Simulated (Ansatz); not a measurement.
# CH₅F₃Si₂: up Jacob's ladder to CCSD(T)

How much do the methods differ for CH₅F₃Si₂? The plan is to run it at one geometry with functionals of several rungs and with coupled cluster, and see how far each lands from CCSD(T) at the basis-set limit for the atomisation energy.

Computed with Ansatz 0.2.0, Gaussian basis. Level: functionals in def2-TZVPP, the program's frozen cores in correlated methods.

Levels to be run: PBE-D4, r2SCAN-D4, PBE0-D4, B3LYP-D4, ωB97X-V, ωB97M-V, B2PLYP; CCSD(T)/def2-TZVPP; MP2/def2-QZVPP; extrapolation to the limit.

### Step 1. Structure used throughout

All runs share one geometry, relaxed beforehand with PBE0-D4 in a triple-zeta def2 set.

SMILES `F[SiH2]C[SiH](F)F`, 11 atoms, charge 0, spin multiplicity 1.

Atoms are counted from 1 here; the program's logs count them from 0.

Bond lengths: F1–Si2 1.603 Å, Si2–C3 1.861 Å, Si2–H7 1.481 Å, Si2–H8 1.483 Å, C3–Si4 1.844 Å, C3–H9 1.096 Å, C3–H10 1.098 Å, Si4–F5 1.590 Å, Si4–F6 1.590 Å, Si4–H11 1.474 Å. Angles: F1–Si2–C3 108.5°, F1–Si2–H7 108.0°, F1–Si2–H8 107.4°, C3–Si2–H7 111.0°, C3–Si2–H8 111.1°, H7–Si2–H8 110.6°, Si2–C3–Si4 116.5°, Si2–C3–H9 109.2°, Si2–C3–H10 107.7°, Si4–C3–H9 108.2°, Si4–C3–H10 108.0°, H9–C3–H10 107.0°, C3–Si4–F5 109.2°, C3–Si4–F6 109.6°, C3–Si4–H11 114.8°, F5–Si4–F6 106.7°, F5–Si4–H11 108.5°, F6–Si4–H11 107.8°.

### Step 2. PBE-D4 (GGA)

Input file in.yaml:

```yaml
crystal:
  periodic: [false, false, false]
  atoms:
    - {symbol: F, position_ang: [-0.693270, -1.961764, -1.031432]}
    - {symbol: Si, position_ang: [0.675716, -1.134099, -0.926028]}
    - {symbol: C, position_ang: [0.545792, 0.039162, 0.512804]}
    - {symbol: Si, position_ang: [-0.985932, 1.061728, 0.604209]}
    - {symbol: F, position_ang: [-1.213172, 1.789202, -0.791094]}
    - {symbol: F, position_ang: [-0.798072, 2.207389, 1.690353]}
    - {symbol: H, position_ang: [0.865118, -0.396910, -2.196356]}
    - {symbol: H, position_ang: [1.771300, -2.111749, -0.721621]}
    - {symbol: H, position_ang: [0.635555, -0.526070, 1.447475]}
    - {symbol: H, position_ang: [1.405260, 0.720216, 0.465957]}
    - {symbol: H, position_ang: [-2.208295, 0.312894, 0.945733]}
basis:
  gaussian: {orbitals: def2-TZVPP}
hamiltonian: {xc: pbe, dispersion: d4}
output: {forces: true, orbitals: {seedname: orbitals}}
```

The run is started by

```
ansatz run in.yaml --threads 4 --pin off --events-out ev --progress --plain --max-ram 10444MiB
```

What it wrote, shortened:

```text
Functional definition: PBE
  name "PBE"
  cite "Perdew, Burke & Ernzerhof, Phys. Rev. Lett. 77, 3865 (1996) doi:10.1103/PhysRevLett.77.3865"
  parent pbe
[...]
1519 factors; their error is unknown
[...]
mean field -25017.30490776 eV, -919.3689980220 hartree, gradient 3.7e-5 eV, S^2 0.000000; 0 other end points of the search recorded, 0 dependent functions left out
[...]
reference -25017.30495139 eV, -919.3689996251 hartree; 33, 33 occupied and 245, 245 virtual orbitals, 1519 factors
Total energy: -25017.55673977 eV, -919.3782526777 hartree
Atom 0 at    -0.693270    -1.961764    -1.031432 Å, force    -0.527759    -0.330045    -0.050378 eV/Å
Atom 1 at     0.675716    -1.134099    -0.926028 Å, force     0.353075     0.193182     0.005819 eV/Å
Atom 2 at     0.545792     0.039162     0.512804 Å, force     0.016677    -0.028460    -0.011137 eV/Å
Atom 3 at    -0.985932     1.061728     0.604209 Å, force    -0.016663    -0.492756     0.080910 eV/Å
Atom 4 at    -1.213172     1.789202    -0.791094 Å, force    -0.106907     0.286741    -0.596436 eV/Å
Atom 5 at    -0.798072     2.207389     1.690353 Å, force     0.071796     0.470703     0.477920 eV/Å
Atom 6 at     0.865118    -0.396910    -2.196356 Å, force     0.033723     0.093732    -0.147505 eV/Å
Atom 7 at     1.771300    -2.111749    -0.721621 Å, force     0.139646    -0.111935     0.020068 eV/Å
Atom 8 at     0.635555    -0.526070     1.447475 Å, force     0.029952    -0.100759     0.173556 eV/Å
Atom 9 at     1.405260     0.720216     0.465957 Å, force     0.161280     0.123737     0.002722 eV/Å
Atom 10 at    -2.208295     0.312894     0.945733 Å, force    -0.154820    -0.104141     0.044462 eV/Å
Dipole moment:     0.350756    -0.161830     0.157187 e Å
```

Run time: 2.8 s. Hardware: 4 threads of Arm Neoverse V2, shared host; peak memory 0.41 GiB.

With the free atoms at this level, -24973.174 eV in sum, the atomisation energy is 4282.3 kJ/mol. HOMO -7.87 eV, LUMO -0.97 eV.

### Step 3. r2SCAN-D4 (meta-GGA)

in.yaml, as its differences from that of step 2:

```diff
@@ -16,3 +16,3 @@
   gaussian: {orbitals: def2-TZVPP}
-hamiltonian: {xc: pbe, dispersion: d4}
+hamiltonian: {xc: r2scan, dispersion: d4}
 output: {forces: true, orbitals: {seedname: orbitals}}
```

Launched as before.

What it wrote, shortened:

```text
Functional definition: r2SCAN
  name "r2SCAN"
  cite "Furness, Kaplan, Ning, Perdew & Sun, J. Phys. Chem. Lett. 11, 8208 (2020) doi:10.1021/acs.jpclett.0c02405"
  cite "Furness, Kaplan, Ning, Perdew & Sun, J. Phys. Chem. Lett. 11, 9248 (2020) doi:10.1021/acs.jpclett.0c03077"
  parent r2scan
[...]
1519 factors; their error is unknown
[...]
mean field -25029.68128557 eV, -919.8238215174 hartree, gradient 2.0e-5 eV, S^2 0.000000; 0 other end points of the search recorded, 0 dependent functions left out
[...]
reference -25029.68129807 eV, -919.8238219767 hartree; 33, 33 occupied and 245, 245 virtual orbitals, 1519 factors
Total energy: -25029.74288947 eV, -919.8260854188 hartree
Atom 0 at    -0.693270    -1.961764    -1.031432 Å, force    -0.036282    -0.013080     0.001515 eV/Å
Atom 1 at     0.675716    -1.134099    -0.926028 Å, force     0.034675     0.015412    -0.000592 eV/Å
Atom 2 at     0.545792     0.039162     0.512804 Å, force    -0.013897    -0.009603    -0.011764 eV/Å
Atom 3 at    -0.985932     1.061728     0.604209 Å, force    -0.010858    -0.074275     0.007975 eV/Å
Atom 4 at    -1.213172     1.789202    -0.791094 Å, force    -0.003073     0.017816    -0.048461 eV/Å
Atom 5 at    -0.798072     2.207389     1.690353 Å, force     0.004309     0.037771     0.034240 eV/Å
Atom 6 at     0.865118    -0.396910    -2.196356 Å, force     0.001457    -0.009378     0.024018 eV/Å
Atom 7 at     1.771300    -2.111749    -0.721621 Å, force    -0.015278     0.019599    -0.012993 eV/Å
Atom 8 at     0.635555    -0.526070     1.447475 Å, force     0.016591     0.010161    -0.004722 eV/Å
Atom 9 at     1.405260     0.720216     0.465957 Å, force    -0.007415    -0.001587     0.019703 eV/Å
Atom 10 at    -2.208295     0.312894     0.945733 Å, force     0.029771     0.007164    -0.008920 eV/Å
Dipole moment:     0.358861    -0.166550     0.160587 e Å
```

Run time: 6 s. Hardware: 4 threads of Arm Neoverse V2, shared host; peak memory 0.44 GiB.

Atomisation energy: 4274.6 kJ/mol (free atoms -24985.440 eV, run apart). HOMO -8.22 eV, LUMO -0.54 eV.

### Step 4. PBE0-D4 (hybrid)

in.yaml, as its differences from that of step 3:

```diff
@@ -16,3 +16,3 @@
   gaussian: {orbitals: def2-TZVPP}
-hamiltonian: {xc: r2scan, dispersion: d4}
-output: {forces: true, orbitals: {seedname: orbitals}}
+hamiltonian: {xc: pbe0, dispersion: d4}
+output: {orbitals: {seedname: orbitals}}
```

Launched as before.

What it wrote:

```text
Functional definition: PBE0
  name "PBE0"
  cite "Adamo & Barone, J. Chem. Phys. 110, 6158 (1999) doi:10.1063/1.478522"
  cite "Perdew, Burke & Ernzerhof, Phys. Rev. Lett. 77, 3865 (1996) doi:10.1103/PhysRevLett.77.3865"
  parent pbe
  parameter a = 0.25
  parameter kappa = 0.804
  parameter beta = 0.06672455060314922
  exchange = (1 - a)*pbe_x(kappa = kappa, mu = beta*pi^2/3) + a*exact_x
  correlation = pbe_c(beta = beta)
1525 factors; their error is unknown
mean field evaluation 1: about -25011.5693 eV, gradient 6.7e1 eV
mean field evaluation 2: about -25007.1542 eV, gradient 8.4e1 eV
mean field evaluation 4: about -25019.0929 eV, gradient 3.7e0 eV
mean field evaluation 8: about -25019.1180 eV, gradient 9.5e-2 eV
mean field evaluation 16: about -25019.1788 eV, gradient 1.1e-4 eV
mean field -25019.17881084 eV, -919.4378626897 hartree, gradient 1.8e-5 eV, S^2 0.000000; 0 other end points of the search recorded, 0 dependent functions left out
reference -25019.17884252 eV, -919.4378638540 hartree; 33, 33 occupied and 245, 245 virtual orbitals, 1525 factors
Total energy: -25019.39239248 eV, -919.4457116702 hartree
```

Wall time 3.7 s (4 threads of Arm Neoverse V2, shared host); peak memory 0.82 GiB.

Atomisation energy: 4221.0 kJ/mol (free atoms -24975.645 eV, run apart). HOMO -9.28 eV, LUMO -0.09 eV.

### Step 5. B3LYP-D4 (hybrid)

B3LYP here takes the VWN-RPA correlation.

in.yaml, as its differences from that of step 4:

```diff
@@ -16,3 +16,3 @@
   gaussian: {orbitals: def2-TZVPP}
-hamiltonian: {xc: pbe0, dispersion: d4}
-output: {orbitals: {seedname: orbitals}}
+hamiltonian: {xc: {name: B3LYP}, dispersion: d4}
+output: {forces: true, orbitals: {seedname: orbitals}}
```

Same command.

What it wrote, shortened:

```text
Functional definition: B3LYP
  name "B3LYP"
  cite "Stephens, Devlin, Chabalowski & Frisch, J. Phys. Chem. 98, 11623 (1994) doi:10.1021/j100096a001"
  cite "Becke, Phys. Rev. A 38, 3098 (1988) doi:10.1103/PhysRevA.38.3098"
  cite "Lee, Yang & Parr, Phys. Rev. B 37, 785 (1988) doi:10.1103/PhysRevB.37.785"
  cite "Vosko, Wilk & Nusair, Can. J. Phys. 58, 1200 (1980) doi:10.1139/p80-159"
[...]
1525 factors; their error is unknown
[...]
mean field -25036.28146560 eV, -920.0663736597 hartree, gradient 1.6e-5 eV, S^2 0.000000; 0 other end points of the search recorded, 0 dependent functions left out
[...]
reference -25036.28173954 eV, -920.0663837268 hartree; 33, 33 occupied and 245, 245 virtual orbitals, 1525 factors
Total energy: -25036.68858161 eV, -920.0813348970 hartree
Atom 0 at    -0.693270    -1.961764    -1.031432 Å, force    -0.173528    -0.099751    -0.013349 eV/Å
Atom 1 at     0.675716    -1.134099    -0.926028 Å, force     0.288221    -0.001879    -0.133712 eV/Å
Atom 2 at     0.545792     0.039162     0.512804 Å, force     0.085170     0.005904     0.078466 eV/Å
Atom 3 at    -0.985932     1.061728     0.604209 Å, force    -0.155853    -0.197164     0.103141 eV/Å
Atom 4 at    -1.213172     1.789202    -0.791094 Å, force    -0.034190     0.091294    -0.194419 eV/Å
Atom 5 at    -0.798072     2.207389     1.690353 Å, force     0.019503     0.156354     0.151613 eV/Å
Atom 6 at     0.865118    -0.396910    -2.196356 Å, force    -0.009313    -0.049373     0.078853 eV/Å
Atom 7 at     1.771300    -2.111749    -0.721621 Å, force    -0.064265     0.059519    -0.019917 eV/Å
Atom 8 at     0.635555    -0.526070     1.447475 Å, force     0.011244     0.039792    -0.048847 eV/Å
Atom 9 at     1.405260     0.720216     0.465957 Å, force    -0.039988    -0.046355     0.020555 eV/Å
Atom 10 at    -2.208295     0.312894     0.945733 Å, force     0.072999     0.041660    -0.022384 eV/Å
Dipole moment:     0.365261    -0.178463     0.156986 e Å
```

It took 12 s on 4 threads of Arm Neoverse V2, shared host; peak memory 0.9 GiB.

Atomisation energy: 4244.1 kJ/mol (free atoms -24992.702 eV, run apart). HOMO -9.07 eV, LUMO -0.31 eV.

### Step 6. ωB97X-V (range-separated)

in.yaml, as its differences from that of step 5:

```diff
@@ -16,3 +16,3 @@
   gaussian: {orbitals: def2-TZVPP}
-hamiltonian: {xc: {name: B3LYP}, dispersion: d4}
-output: {forces: true, orbitals: {seedname: orbitals}}
+hamiltonian: {xc: {name: wB97X-V}}
+output: {orbitals: {seedname: orbitals}}
```

The command is unchanged.

What it wrote, shortened:

```text
Functional definition: wB97X-V
  name "wB97X-V"
  cite "Mardirossian & Head-Gordon, Phys. Chem. Chem. Phys. 16, 9904 (2014) doi:10.1039/C3CP54374A"
  cite "Becke, J. Chem. Phys. 107, 8554 (1997) doi:10.1063/1.475007"
  cite "Vydrov & Van Voorhis, J. Chem. Phys. 133, 244103 (2010) doi:10.1063/1.3521275"
[...]
      + integral(e_c_pw_opposite_spin*poly(b97_u_opposite, cos0, cos1)) + vv10(b, c)
1525 factors; their error is unknown
329 factors; integrals over basis functions are off by at most 9.5e-6 eV
[...]
mean field -25029.55179384 eV, -919.8190627840 hartree, gradient 4.1e-5 eV, S^2 0.000000; 0 other end points of the search recorded, 0 dependent functions left out
reference -25029.55179172 eV, -919.8190627063 hartree; 33, 33 occupied and 245, 245 virtual orbitals, 1525 factors
Total energy: -25029.55179172 eV, -919.8190627063 hartree
```

Run time: 11 s. Hardware: 4 threads of Arm Neoverse V2, shared host; peak memory 0.99 GiB.

Atomisation energy: 4286.5 kJ/mol (free atoms -24985.125 eV, run apart). HOMO -11.67 eV, LUMO 1.96 eV.

### Step 7. ωB97M-V (range-separated)

in.yaml, as its differences from that of step 6:

```diff
@@ -16,3 +16,3 @@
   gaussian: {orbitals: def2-TZVPP}
-hamiltonian: {xc: {name: wB97X-V}}
-output: {orbitals: {seedname: orbitals}}
+hamiltonian: {xc: {name: wB97M-V}}
+output: {forces: true, orbitals: {seedname: orbitals}}
```

The command is unchanged.

What it wrote, shortened:

```text
Functional definition: wB97M-V
  name "wB97M-V"
  cite "Mardirossian & Head-Gordon, J. Chem. Phys. 144, 214110 (2016) doi:10.1063/1.4952647"
  cite "Becke, J. Chem. Phys. 107, 8554 (1997) doi:10.1063/1.475007"
  cite "Vydrov & Van Voorhis, J. Chem. Phys. 133, 244103 (2010) doi:10.1063/1.3521275"
  # Of w^i u^j: cxij and so on, Table III.
[...]
  gx(w, u) = 1 - cx + cx01*u + cx10*w
  gss(w, u) = css00 + css04*u^4 + css10*w + css20*w^2 + css43*w^4*u^3
  gos(w, u) = cos00 + cos10*w + (cos20 + cos21*u)*w^2 + (cos60 + cos61*u)*w^6
[...]
      + integral(e_c_pw_mod_opposite_spin*gos(b97_w_opposite, b97_u_opposite)) + vv10(b, c)
1525 factors; their error is unknown
329 factors; integrals over basis functions are off by at most 9.5e-6 eV
[...]
Atom 1 at     0.675716    -1.134099    -0.926028 Å, force     0.269599     0.075678    -0.077088 eV/Å
Atom 2 at     0.545792     0.039162     0.512804 Å, force     0.016192     0.002089     0.022513 eV/Å
Atom 3 at    -0.985932     1.061728     0.604209 Å, force    -0.109929    -0.291410     0.074513 eV/Å
Atom 4 at    -1.213172     1.789202    -0.791094 Å, force    -0.012599     0.054758    -0.144003 eV/Å
Atom 5 at    -0.798072     2.207389     1.690353 Å, force     0.023248     0.096109     0.100204 eV/Å
Atom 6 at     0.865118    -0.396910    -2.196356 Å, force    -0.024085    -0.082889     0.150297 eV/Å
Atom 7 at     1.771300    -2.111749    -0.721621 Å, force    -0.130081     0.119355    -0.026439 eV/Å
Atom 8 at     0.635555    -0.526070     1.447475 Å, force    -0.002947     0.040087    -0.062669 eV/Å
Atom 9 at     1.405260     0.720216     0.465957 Å, force    -0.055480    -0.043563     0.006541 eV/Å
Atom 10 at    -2.208295     0.312894     0.945733 Å, force     0.152302     0.086934    -0.044844 eV/Å
Dipole moment:     0.362669    -0.174177     0.157253 e Å
```

Run time: 15 s. Hardware: 4 threads of Arm Neoverse V2, shared host; peak memory 1.1 GiB.

Atomisation energy: 4278.6 kJ/mol (free atoms -24987.067 eV, run apart). HOMO -11.50 eV, LUMO 1.63 eV.

### Step 8. B2PLYP (double hybrid)

in.yaml, as its differences from that of step 7:

```diff
@@ -16,3 +16,2 @@
   gaussian: {orbitals: def2-TZVPP}
-hamiltonian: {xc: {name: wB97M-V}}
-output: {forces: true, orbitals: {seedname: orbitals}}
+hamiltonian: {xc: {name: B2PLYP}}
```

The command is unchanged.

What it wrote, shortened:

```text
Functional definition: B2PLYP
  name "B2PLYP"
  cite "Grimme, J. Chem. Phys. 124, 034108 (2006) doi:10.1063/1.2148954"
  cite "Becke, Phys. Rev. A 38, 3098 (1988) doi:10.1103/PhysRevA.38.3098"
  cite "Lee, Yang & Parr, Phys. Rev. B 37, 785 (1988) doi:10.1103/PhysRevB.37.785"
[...]
1670 factors; integrals over basis functions are off by at most 1.0e-3 eV
[...]
mean field -25013.20136140 eV, -919.2181954747 hartree, gradient 1.3e-6 eV, S^2 0.000000; 0 other end points of the search recorded, 0 dependent functions left out
14 core orbitals not correlated: weight in the atoms' cores, before any rotation towards them, 1.000 or more for the frozen orbitals, at most 0.000 for the correlated occupied ones
reference -25013.20153195 eV, -919.2182017422 hartree; 19, 19 occupied and 245, 245 virtual orbitals, 1670 factors
second order -37.57901696 eV of doubles, -0.00000000 eV of singles
Total energy: -25023.34786653 eV, -919.5910726605 hartree
```

Wall time 6.5 s (4 threads of Arm Neoverse V2, shared host); peak memory 0.8 GiB.

With the free atoms at this level, -24979.575 eV in sum, the atomisation energy is 4223.4 kJ/mol.

### Step 9. Frontier levels by functional

Dipoles come from the runs that computed forces. Levels are read from the orbital files that the runs wrote:

```csv
functional,HOMO (eV),LUMO (eV),gap (eV),dipole (D)
PBE-D4,-7.87,-0.97,6.91,2.00
r2SCAN-D4,-8.22,-0.54,7.68,2.05
PBE0-D4,-9.28,-0.09,9.19,
B3LYP-D4,-9.07,-0.31,8.76,2.09
ωB97X-V,-11.67,1.96,13.63,
ωB97M-V,-11.50,1.63,13.12,2.07
```

### Step 10. CCSD(T) in def2-TZVPP

in.yaml, as its differences from that of step 8:

```diff
@@ -16,2 +16,2 @@
   gaussian: {orbitals: def2-TZVPP}
-hamiltonian: {xc: {name: B2PLYP}}
+correlation: {method: ccsd_t}
```

Launched as before.

What it wrote, shortened:

```text
Functional definition: HF
  name "HF"
  cite "Fock, Z. Phys. 61, 126 (1930) doi:10.1007/BF01340294"
  parent pbe
[...]
1670 factors; integrals over basis functions are off by at most 1.0e-3 eV
[...]
mean field -24962.89132932 eV, -917.3693358972 hartree, gradient 7.3e-6 eV, S^2 0.000000; 0 other end points of the search recorded, 0 dependent functions left out
14 core orbitals not correlated: weight in the atoms' cores, before any rotation towards them, 1.000 or more for the frozen orbitals, at most 0.000 for the correlated occupied ones
reference -24962.89132932 eV, -917.3693358972 hartree; 19, 19 occupied and 245, 245 virtual orbitals, 1670 factors
second order -31.54954464 eV of doubles, -0.00000000 eV of singles
cycle   1  -31.70870100 eV  change   -1.6e-1 eV  update   1.1e-1
[...]
cycle   9  -32.50294483 eV  change   -1.8e-6 eV  update   1.2e-5
perturbative correction -0.99759709 eV, -0.0366610169 hartree
Total energy: -24996.39187124 eV, -918.6004581053 hartree
```

Wall time 5.7 min (4 threads of Arm Neoverse V2, shared host); peak memory 8 GiB.

### Step 11. MP2 in def2-QZVPP

in.yaml, as its differences from that of step 10:

```diff
@@ -15,3 +15,3 @@
 basis:
-  gaussian: {orbitals: def2-TZVPP}
-correlation: {method: ccsd_t}
+  gaussian: {orbitals: "def2-QZVPP.json"}
+correlation: {method: mp2}
```

Launched as before.

What it wrote:

```text
Functional definition: HF
  name "HF"
  cite "Fock, Z. Phys. 61, 126 (1930) doi:10.1007/BF01340294"
  parent pbe
  exchange = exact_x
  correlation = 0
3106 factors; integrals over basis functions are off by at most 8.9e-4 eV
mean field evaluation 1: about -24959.1270 eV, gradient 4.9e1 eV
mean field evaluation 2: about -24959.2676 eV, gradient 4.9e1 eV
mean field evaluation 4: about -24963.7933 eV, gradient 3.7e0 eV
mean field evaluation 8: about -24963.8499 eV, gradient 2.3e-1 eV
mean field -24963.85016723 eV, -917.4045725402 hartree, gradient 2.4e-6 eV, S^2 0.000000; 0 other end points of the search recorded, 0 dependent functions left out
14 core orbitals not correlated: weight in the atoms' cores, before any rotation towards them, 1.000 or more for the frozen orbitals, at most 0.000 for the correlated occupied ones
reference -24963.85016723 eV, -917.4045725402 hartree; 19, 19 occupied and 485, 485 virtual orbitals, 3106 factors
second order -34.37299238 eV of doubles, -0.00000000 eV of singles
Total energy: -24998.22315960 eV, -918.6677567112 hartree
```

It took 34 s on 4 threads of Arm Neoverse V2, shared host; peak memory 3.5 GiB.

The pieces so far (eV):

```csv
basis,HF,MP2 correlation,CCSD correlation,(T),total
def2-TZVPP,-24962.8913,-31.5495,-32.5029,-0.9976,-24996.3919
def2-QZVPP,-24963.8502,-34.3730,,,-24998.2232 (MP2)
```

The report of the def2-TZVPP run gives T1 = 0.0115.

### Step 12. The basis-set limit

No new run: Hartree-Fock is extrapolated as exp(−7.88√X) and correlation as X^−2.97, with X = 3 and 4; only MP2 was run in the larger set, so CCSD(T) minus MP2 is added from the smaller one.

```csv
level,energy at the limit (eV)
HF,-24963.9822
MP2,-25000.4467
CCSD,-25001.4001
CCSD(T),-25002.3977
```

### Step 13. Atomisation energies

Free atoms (3 F, 2 Si, 1 C, 5 H) were run apart at each level; the atomisation energy is their sum less the molecule, without zero-point or spin-orbit terms.

Differences are taken before rounding.

```csv
method,rung,"atoms, summed (eV)",atomisation energy (kJ/mol),from CCSD(T)/CBS (kJ/mol),time
PBE-D4,GGA,-24973.174,4282.3,-10.5,2.8 s
r2SCAN-D4,meta-GGA,-24985.440,4274.6,-18.3,6 s
PBE0-D4,hybrid,-24975.645,4221.0,-71.9,3.7 s
B3LYP-D4,hybrid,-24992.702,4244.1,-48.8,12 s
ωB97X-V,range-separated,-24985.125,4286.5,-6.3,11 s
ωB97M-V,range-separated,-24987.067,4278.6,-14.2,15 s
B2PLYP,double hybrid,-24979.575,4223.4,-69.4,6.5 s
HF/def2-TZVPP,wavefunction,-24929.129,3257.5,-1035.3,
MP2/def2-TZVPP,wavefunction,-24950.124,4275.9,-16.9,
CCSD/def2-TZVPP,wavefunction,-24952.660,4123.2,-169.6,
CCSD(T)/def2-TZVPP,wavefunction,-24953.131,4174.0,-118.8,5.7 min
MP2/CBS,wavefunction,-24954.899,4394.7,+101.9,
CCSD(T)/CBS,wavefunction,-24957.906,4292.8,0,6.3 min
```

Among the levels timed on like hardware and quicker than the yardstick, those that no quicker one beats, quickest first: PBE-D4 (2.8 s, -10.5 kJ/mol); ωB97X-V (11 s, -6.3 kJ/mol).

B2PLYP carry no dispersion term (for B3LYP, D4 adds 39.3 kJ/mol).

Times are those of the molecule's run; HF, MP2 and CCSD come out of the CCSD(T) runs, and the limit's time is the sum of the runs that it needs.

### Step 14. What came out

```
                               quantity                                 value
        atomisation energy, CCSD(T)/CBS                         4292.8 kJ/mol
 functionals within 21.5 kJ/mol (0.5 %)   PBE-D4, r2SCAN-D4, ωB97X-V, ωB97M-V
                               farthest                PBE0-D4 (-71.9 kJ/mol)
             mean size of error, hybrid                           60.3 kJ/mol
    mean size of error, range-separated                           10.3 kJ/mol
              gap, smallest and largest  6.91 eV (PBE-D4), 13.63 eV (ωB97X-V)
                          T1 diagnostic                                0.0115
triples share of the correlation energy                                 3.0 %
```

**Reading.** PBE-D4 is off by -10.5 kJ/mol. Double hybrids carry the basis error of their MP2 part in triple zeta, and no dispersion term here, so their miss is partly the set-up's. Misses under about 21.5 kJ/mol are within the doubt on the reference itself, which lacks core-valence correlation, relativity and higher excitations. Hartree-Fock recovers 76 % of the binding; the rest is correlation. The gap grows from 6.9 to 13.6 eV across the functionals, mostly with the share of exact exchange.

ωB97X-V reaches 6.3 kJ/mol from the reference in 11 s, where CCSD(T)/CBS took 6.3 min; the quickest level in the cost chart, PBE-D4, takes 2.8 s and misses by 10.5 kJ/mol.
